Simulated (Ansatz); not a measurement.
# SiICl3: up Jacob's ladder to CCSD(T)

The task here is to estimate one member of a computed series from the others.

Method: functionals in def2-TZVPP, the program's frozen cores in correlated methods; program: Ansatz 0.2.0, Gaussian basis.

The runs, in order: LDA (SPW92), PBE-D4, revPBE-D4, BLYP-D4, r2SCAN-D4, B97M-V, PBE0-D4, B3LYP-D4, r2SCANh-D4, r2SCAN0-D4, HSE06-D4, BHLYP-D4, CAM-B3LYP-D4, LC-ωPBE, ωB97X-V, ωB97M-V, B2PLYP, PBE-QIDH; CCSD(T)/def2-SVP; CCSD(T)/def2-TZVPP; MP2/def2-QZVPP; extrapolation to the limit; RPA on PBE.

### The relaxed structure

The geometry comes from an earlier relaxation with PBE0-D4 in a triple-zeta def2 set; it is a stationary point. I takes the def2 core potential; no spin-orbit term is included.

SMILES `Cl[Si](Cl)(Cl)I`, 5 atoms, charge 0, spin multiplicity 1.

Atoms are counted from 1 here; the program's logs count them from 0.

Bond lengths: Cl1–Si2 2.027 Å, Si2–Cl3 2.027 Å, Si2–Cl4 2.027 Å, Si2–I5 2.410 Å. Angles: Cl1–Si2–Cl3 108.9°, Cl1–Si2–Cl4 108.9°, Cl1–Si2–I5 110.0°, Cl3–Si2–Cl4 108.9°, Cl3–Si2–I5 110.0°, Cl4–Si2–I5 110.0°.

Set-up of the first run:

in.yaml reads:

```yaml
crystal:
  periodic: [false, false, false]
  atoms:
    - {symbol: Cl, position_ang: [-0.814640, -0.356201, 1.837663]}
    - {symbol: Si, position_ang: [0.001165, -0.078543, 0.002877]}
    - {symbol: Cl, position_ang: [1.778152, -1.050435, -0.079709]}
    - {symbol: Cl, position_ang: [-1.241521, -0.862096, -1.393853]}
    - {symbol: I, position_ang: [0.326844, 2.273576, -0.408380]}
basis:
  gaussian: {orbitals: def2-TZVPP}
hamiltonian: {xc: lda}
output: {orbitals: {seedname: orbitals}}
```

Launch:

```
$ ansatz run in.yaml --threads 4 --pin off --events-out ev --progress --plain --max-ram 10444MiB
```

Steps of the session up to this table: LDA; PBE-D4 (GGA); revPBE-D4 (GGA); BLYP-D4 (GGA); r2SCAN-D4 (meta-GGA); B97M-V (meta-GGA); B3LYP-D4 (hybrid); r2SCANh-D4 (hybrid); r2SCAN0-D4 (hybrid); HSE06-D4 (hybrid); BHLYP-D4 (hybrid); CAM-B3LYP-D4 (range-separated); LC-ωPBE (range-separated); ωB97X-V (range-separated); ωB97M-V (range-separated); B2PLYP (double hybrid); PBE-QIDH (double hybrid).

One table of the session follows, with a row left open; its other results are not shown here.

It belongs to the step «Orbital energies across the functionals». 

```
  functional  HOMO (eV)  LUMO (eV)  gap (eV)
 LDA (SPW92)      -7.23      -2.58      4.65
      PBE-D4      -7.06      -2.33      4.74
   revPBE-D4      -7.01      -2.22      4.78
     BLYP-D4      -6.86      -2.22      4.64
   r2SCAN-D4      -7.39      -2.05      5.34
      B97M-V      -7.38      -1.96      5.42
     PBE0-D4      -8.25      -1.46      6.79
    B3LYP-D4      -7.97      -1.69      6.28
  r2SCANh-D4      -7.82      -1.75      6.07
  r2SCAN0-D4      -8.46      -1.30      7.16
    HSE06-D4      -7.85      -1.83      6.02
    BHLYP-D4      -9.23      -0.49      8.75
CAM-B3LYP-D4      -9.50      -0.41      9.09
     LC-ωPBE     -10.87       0.78     11.65
     ωB97X-V          ?          ?         ?
     ωB97M-V     -10.37       0.49     10.86
```

Estimate the missing values for ωB97X-V.

The run gave: HOMO (eV): -10.52; LUMO (eV): 0.68; gap (eV): 11.20. In the column «HOMO (eV)» it lies between LC-ωPBE (-10.87) and ωB97M-V (-10.37).
